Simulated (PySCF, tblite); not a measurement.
**C₆H₉ClGe: geometry, infrared bands and NMR shifts**

Wanted: the infrared bands and NMR shifts of C₆H₉ClGe (`CC#C[C@@H]1C[C@H](Cl)[GeH2]1`), by calculation.

Programs: tblite 0.8.0 and PySCF 2.14.0, with density-fitted response routines of our own. Each step states its level of theory. These are calculated values for one molecule in the gas phase, unless marked as measured. Atoms are numbered from 0 throughout.

## Step 1: The starting structure

17 atoms, charge 0, multiplicity 1; geometry from: force field or distance geometry start.

Bonds of the start (Å): C0–C1 1.49, C1–C2 1.20, C2–C3 1.47, C3–C4 1.48, C4–C5 1.53, C5–Cl6 1.76, C5–Ge7 1.95, Ge7–C3 1.94, C0–H8 1.11, C0–H9 1.10, C0–H10 1.12, C3–H11 1.13, C4–H12 1.11, C4–H13 1.12, C5–H14 1.11, Ge7–H15 1.54, Ge7–H16 1.54.

## Step 2: Geometry optimisation with GFN2-xTB

What the job is given:

```
{"job": {"kind": "relax", "xc": "GFN2-xTB", "basis": "xTB"}, "charge": 0, "multiplicity": 1}
C      3.482300     0.722100    -0.204600
C      2.079600     0.219100    -0.120600
C      0.969800    -0.219300    -0.019300
C     -0.395500    -0.747700     0.091600
C     -1.259100    -0.275000    -1.008600
C     -2.456300    -0.573200    -0.106800
Cl    -3.942900     0.277900    -0.518800
Ge    -1.467700     0.268200     1.349900
H      4.188900    -0.071100    -0.540200
H      3.452400     1.586100    -0.879200
H      3.815700     1.005900     0.827400
H     -0.409000    -1.869400     0.252300
H     -1.235500     0.810600    -1.237200
H     -1.282100    -0.889200    -1.943300
H     -2.637700    -1.654100     0.034000
H     -1.591800    -0.373500     2.740100
H     -1.318200     1.794600     1.273400
```

The run is started by

```
> OMP_NUM_THREADS=1 python probes_run.py task.json out
```

One launch serves the whole session: the jobs run in the order shown.

Standard output:

```text
step      E/eV     max force
  0    -646.94636    4.559
  1    -647.32088    4.202
  2    -647.33841    7.709
  3    -647.60604    1.001
  4    -647.67899    0.867
  5    -647.77427    0.748
  6    -647.80303    0.414
  7    -647.84054    0.445
  8    -647.86071    0.544
  9    -647.88040    0.323
 10    -647.89184    0.245
 11    -647.90105    0.278
 12    -647.90895    0.246
 13    -647.91808    0.255
 14    -647.92643    0.214
 15    -647.93223    0.152
 16    -647.93595    0.147
 17    -647.93906    0.127
 18    -647.94245    0.139
 19    -647.94616    0.136
 20    -647.94952    0.174
 21    -647.95229    0.126
 22    -647.95508    0.142
 23    -647.95864    0.177
 24    -647.96324    0.211
 25    -647.96807    0.202
 26    -647.97169    0.174
 27    -647.97424    0.153
 28    -647.97677    0.145
 29    -647.97952    0.148
 30    -647.98211    0.142
 31    -647.98412    0.092
 32    -647.98555    0.085
 33    -647.98682    0.080
 34    -647.98831    0.133
 35    -647.98991    0.141
 36    -647.99126    0.098
 37    -647.99229    0.101
 38    -647.99325    0.093
 39    -647.99437    0.148
 40    -647.99570    0.156
 41    -647.99699    0.106
 42    -647.99802    0.091
 43    -647.99892    0.088
 44    -647.99989    0.113
 45    -648.00089    0.105
 46    -648.00168    0.060
 47    -648.00216    0.042
 48    -648.00254    0.058
 49    -648.00303    0.076
 50    -648.00361    0.075
 51    -648.00421    0.064
 52    -648.00474    0.054
 53    -648.00526    0.074
 54    -648.00584    0.073
 55    -648.00640    0.064
 56    -648.00684    0.054
 57    -648.00719    0.047
 58    -648.00756    0.051
 59    -648.00797    0.059
 60    -648.00843    0.050
 61    -648.00893    0.059
 62    -648.00947    0.079
 63    -648.01003    0.075
 64    -648.01047    0.052
 65    -648.01074    0.035
 66    -648.01092    0.035
 67    -648.01111    0.042
 68    -648.01128    0.033
 69    -648.01139    0.018
 70    -648.01145    0.017
 71    -648.01150    0.018
 72    -648.01155    0.017
 73    -648.01160    0.021
 74    -648.01164    0.015
 75    -648.01167    0.013
 76    -648.01169    0.012
 77    -648.01173    0.015
 78    -648.01176    0.017
 79    -648.01179    0.012
 80    -648.01181    0.012
 81    -648.01184    0.012
 82    -648.01186    0.010
 83    -648.01188    0.009
```

Wall time 0.72 s (1 thread of Arm Neoverse V1, shared host); peak memory 0.18 GiB.

Relaxation path: (not every step is listed)

```
step  energy from step 0 (eV)  largest force (eV/Å)
   0                   0.0000                4.5594
   1                  -0.3745                4.2017
   2                  -0.3920                7.7086
   3                  -0.6597                1.0005
   4                  -0.7326                0.8670
   5                  -0.8279                0.7475
   6                  -0.8567                0.4139
   7                  -0.8942                0.4447
   8                  -0.9144                0.5439
  15                  -0.9859                0.1522
  22                  -1.0087                0.1423
  29                  -1.0332                0.1480
  36                  -1.0449                0.0980
  43                  -1.0526                0.0882
  50                  -1.0572                0.0745
  57                  -1.0608                0.0474
  64                  -1.0641                0.0524
  71                  -1.0651                0.0182
  78                  -1.0654                0.0173
  79                  -1.0654                0.0116
  80                  -1.0654                0.0123
  81                  -1.0655                0.0118
  82                  -1.0655                0.0104
  83                  -1.0655                0.0093
```

Close pairs (by a distance rule), those that changed most:

```
   bond  before (Å)  after (Å)  change (Å)
 C3–Ge7       1.940      2.027      +0.087
  C3–C4       1.476      1.546      +0.070
 C5–Ge7       1.951      2.006      +0.055
  C0–C1       1.493      1.447      -0.046
 C3–H11       1.133      1.095      -0.038
  C2–C3       1.468      1.435      -0.033
 C0–H10       1.121      1.090      -0.031
Ge7–H16       1.536      1.506      -0.030
```

The next job starts from the end point, and lists it.

## Step 3: Infrared spectrum with GFN2-xTB

What the job is given:

```
{"job": {"kind": "ir", "xc": "GFN2-xTB", "basis": "xTB"}, "charge": 0, "multiplicity": 1}
C      3.488250     0.798818    -0.339343
C      2.165823     0.254048    -0.121056
C      1.075703    -0.214892     0.059731
C     -0.245508    -0.745552     0.238348
C     -1.224996    -0.465838    -0.925020
C     -2.555055    -0.389636    -0.169691
Cl    -3.714616     0.756868    -0.871980
Ge    -1.580106     0.086686     1.517785
H      4.144463     0.033838    -0.754432
H      3.435935     1.634290    -1.036948
H      3.907865     1.151729     0.602478
H     -0.190358    -1.819993     0.441595
H     -0.995508     0.506756    -1.361647
H     -1.197401    -1.211748    -1.720133
H     -3.058164    -1.356243    -0.139836
H     -1.987830    -0.577757     2.820524
H     -1.475492     1.570657     1.749717
```

Standard output:

```text
mode    cm-1     km/mol
  1     -31.1      0.01
  2      42.6      0.58
  3      74.6      0.22
  4     125.3      1.14
  5     160.3      3.11
  6     232.4      4.62
  7     262.1      2.32
  8     292.2      0.56
  9     311.1      3.61
 10     358.1      6.16
 11     384.2      7.21
 12     434.0     10.40
 13     466.4      4.63
 14     519.6    246.64
 15     560.7     54.47
 16     594.4      5.30
 17     757.7     59.27
 18     781.0    194.42
 19     860.6     25.63
 20     908.1     16.22
 21     993.6      5.99
 22    1016.9      2.79
 23    1025.7      8.46
 24    1033.8      4.17
 25    1047.3      0.41
 26    1124.6      8.91
 27    1150.0      0.35
 28    1197.6     28.51
 29    1217.5      3.46
 30    1256.9     30.78
 31    1297.0      5.58
 32    1391.1      2.02
 33    1456.9      5.16
 34    1457.6      4.87
 35    1482.2      4.40
 36    1843.1    334.44
 37    1979.9    410.12
 38    2396.9      4.80
 39    2896.9     31.17
 40    2937.0     13.31
 41    2979.2     43.00
 42    2993.5     22.55
 43    2999.6     26.21
 44    3002.3     25.70
 45    3009.8     36.66
```

Wall time 0.73 s (1 thread of Arm Neoverse V1, shared host); peak memory 0.18 GiB.

Which atoms move in the most intense modes:

```
cm⁻¹  km/mol                        atoms
 520   246.6           H15 43 %, H16 36 %
 561    54.5   C5 28 %, C3 18 %, H16 18 %
 758    59.3                      C5 52 %
 781   194.4  H16 37 %, H15 34 %, C3 11 %
1843   334.4           H15 85 %, H16 14 %
1980   410.1           H16 85 %, H15 14 %
2979    43.0           H13 80 %, H12 10 %
3010    36.7   H9 50 %, H10 28 %, H8 19 %
```

## Step 4: NMR shieldings: PBE0/pcSseg-1

Settings changed since step 3:

```diff
@@ -1,2 +1,2 @@
-{"job": {"kind": "ir", "xc": "GFN2-xTB", "basis": "xTB"}, "charge": 0, "multiplicity": 1}
+{"job": {"kind": "nmr", "xc": "PBE0", "basis": "pcSseg-1"}, "charge": 0, "multiplicity": 1}
 C      3.488250     0.798818    -0.339343
```

Level: GIAO PBE0/pcSseg-1 NMR shielding, non-relativistic, gas phase.

Standard output:

```text
coarse grid: 67064 points
cycle   1  E = -2770.1158270101  dE =  3.401e-01  |g| = 9.255e-01  |ddm| = 4.402e+00
cycle   2  E = -2770.0936345098  dE =  2.219e-02  |g| = 9.476e-01  |ddm| = 1.516e+00
cycle   3  E = -2770.2004805749  dE = -1.068e-01  |g| = 9.735e-02  |ddm| = 8.874e-01
cycle   4  E = -2770.2018722949  dE = -1.392e-03  |g| = 2.979e-02  |ddm| = 1.203e-01
cycle   5  E = -2770.2020645095  dE = -1.922e-04  |g| = 1.014e-02  |ddm| = 3.577e-02
cycle   6  E = -2770.2020840021  dE = -1.949e-05  |g| = 5.240e-03  |ddm| = 1.252e-02
cycle   7  E = -2770.2020903889  dE = -6.387e-06  |g| = 1.190e-03  |ddm| = 4.868e-03
final grid: 140384 points
cycle   8  E = -2770.2021379183  dE =  5.121e-07  |g| = 1.950e-03  |ddm| = 3.695e-03
cycle   9  E = -2770.2021352426  dE =  2.676e-06  |g| = 3.858e-03  |ddm| = 4.540e-03
cycle  10  E = -2770.2021387643  dE = -3.522e-06  |g| = 4.616e-04  |ddm| = 3.114e-03
cycle  11  E = -2770.2021388176  dE = -5.331e-08  |g| = 3.485e-05  |ddm| = 4.490e-04
cycle  12  E = -2770.2021388179  dE = -2.769e-10  |g| = 5.740e-06  |ddm| = 4.732e-05
converged SCF energy = -2770.2021388179

GIAO shielding tensors (ppm)
atom      isotropic    diamagn.    paramagn.     s11        s22        s33       span
  0 C      181.900     253.874     -71.974    174.279    174.917    196.503     22.224
  1 C      102.382     268.609    -166.227     24.381     29.531    253.234    228.853
  2 C      101.067     253.433    -152.367      9.752     13.061    280.387    270.635
  3 C      165.377     253.370     -87.993    142.316    173.213    180.602     38.285
  4 C      138.096     247.752    -109.656    109.444    133.968    170.876     61.432
  5 C      136.494     252.927    -116.433    101.215    138.901    169.365     68.149
  6 Cl     793.469    1145.019    -351.549    586.235    739.642   1054.531    468.296
  7 Ge    1406.850    2755.458   -1348.609   1319.862   1373.117   1527.570    207.708
  8 H       29.722      27.607       2.116     24.288     27.897     36.982     12.694
  9 H       29.697      29.945      -0.248     24.383     28.363     36.344     11.961
 10 H       29.764      28.506       1.258     24.422     28.116     36.754     12.332
 11 H       28.989      30.817      -1.828     23.918     29.163     33.886      9.968
 12 H       29.060      30.272      -1.212     25.508     30.462     31.210      5.701
 13 H       28.617      30.454      -1.836     24.388     27.540     33.925      9.537
 14 H       27.757      30.363      -2.605     22.405     28.987     31.879      9.474
 15 H       26.441      28.748      -2.307     20.492     20.954     37.877     17.386
 16 H       26.919      28.435      -1.515     22.033     22.352     36.373     14.340
```

It took 47 s on 1 thread of Arm Neoverse V1, shared host; peak memory 0.88 GiB.

The references, computed at this level on geometries of the same kind, shield at (ppm): ¹H TMS 31.72, ¹³C TMS 186.9, ⁷³Ge GeMe4 1331, ³⁵Cl HCl 950. Their shielding less the atom's gives the shift. The references are single molecules in the gas phase. Atoms listed in one row are averaged.

```
      atoms                                                  environment  σ (ppm)  δ (ppm)
         C2                                                alkyne carbon    101.1     85.9
         C1                                                alkyne carbon    102.4     84.5
         C5                                   sp3 CH bonded to Cl and Ge    136.5     50.4
         C4                                            sp3 CH2 in a ring    138.1     48.8
         C3                              propargylic sp3 CH bonded to Ge    165.4     21.5
         C0                                    propargylic methyl carbon    181.9      5.0
        H15  hydrogen on a germanium bonded to 2 C, in a 4-membered ring    26.44     5.28
        H16  hydrogen on a germanium bonded to 2 C, in a 4-membered ring    26.92     4.80
        H14                    hydrogen on an sp3 CH bonded to Cl and Ge    27.76     3.96
        H13                             hydrogen on an sp3 CH2 in a ring    28.62     3.10
        H11                hydrogen on a propargylic sp3 CH bonded to Ge    28.99     2.73
        H12                             hydrogen on an sp3 CH2 in a ring    29.06     2.66
H8, H9, H10                      hydrogen on a propargylic methyl carbon    29.73     1.99
        Cl6                                         chlorine bonded to C      793      156
        Ge7           germanium bonded to 2 C, 2 H, in a 4-membered ring     1407      -76
```

The run also stored atomic charges by several schemes (e):

```
atoms  Mulliken    IAO  Hirshfeld  ESP fit
   C0     -0.19  -0.43      -0.10    -0.59
   C1     -0.35  -0.07      -0.06     0.25
   C2      0.20  -0.08      -0.08    -0.52
   C3     -0.59  -0.33      -0.09     0.19
   C4     -0.06  -0.25      -0.08    -0.24
   C5     -0.45  -0.34      -0.08    -0.30
  Cl6     -0.12  -0.10      -0.09    -0.13
  Ge7      0.51   0.62       0.35     0.29
```

Mayer bond orders: C0–C1 1.24, C1–C2 2.50, C2–C3 1.04, C3–C4 0.95, C4–C5 0.93, C5–Cl6 0.98, C5–Ge7 0.85, Ge7–C3 0.89.

Ring of atoms C3, C4, C5, Ge7: NICS(0) -3.2, NICS(1) -2.1, NICS(1)zz 3.8 ppm (means of both faces; NICS(1) differs between them: -3.6 and -0.6).

The two faces differ (NICS(1)zz 0.8 and 6.8 ppm).

## Step 5: Summary of results

| quantity | value |
| --- | --- |
| strongest single infrared mode (GFN2-xTB) | 1980 cm⁻¹, 410 km/mol |
| zero-point energy (GFN2-xTB) | 76.2 kcal/mol |
| ¹³C shifts against TMS (PBE0/pcSseg-1) | 85.9, 84.5, 50.4, 48.8, 21.5, 5.0 ppm |
| ¹H shifts against TMS (PBE0/pcSseg-1, means over atoms taken as alike) | 5.28, 4.80, 3.96, 3.10, 2.73, 2.66, 1.99 ppm |
| ³⁵Cl shifts against HCl (PBE0/pcSseg-1) | 156 ppm |
| ⁷³Ge shifts against GeMe4 (PBE0/pcSseg-1) | -76 ppm |

Relaxing lowered the energy by 1.066 eV in 83 steps; the close pair that moved most is C3–Ge7, from 1.940 to 2.027 Å. The lowest mode is imaginary (31i cm⁻¹), so the xTB geometry is not a minimum. The strongest single mode, at 1980 cm⁻¹, moves mainly H16. Unscaled tight-binding wavenumbers are off by several per cent, some by more. Its intensities can rank the bands wrongly. At PBE0/pcSseg-1: Shielding is most anisotropic at Cl6 (span 468 ppm, paramagnetic term -352 ppm). Spin-orbit coupling is left out, which matters for shieldings and couplings at and beside the heavy atoms.
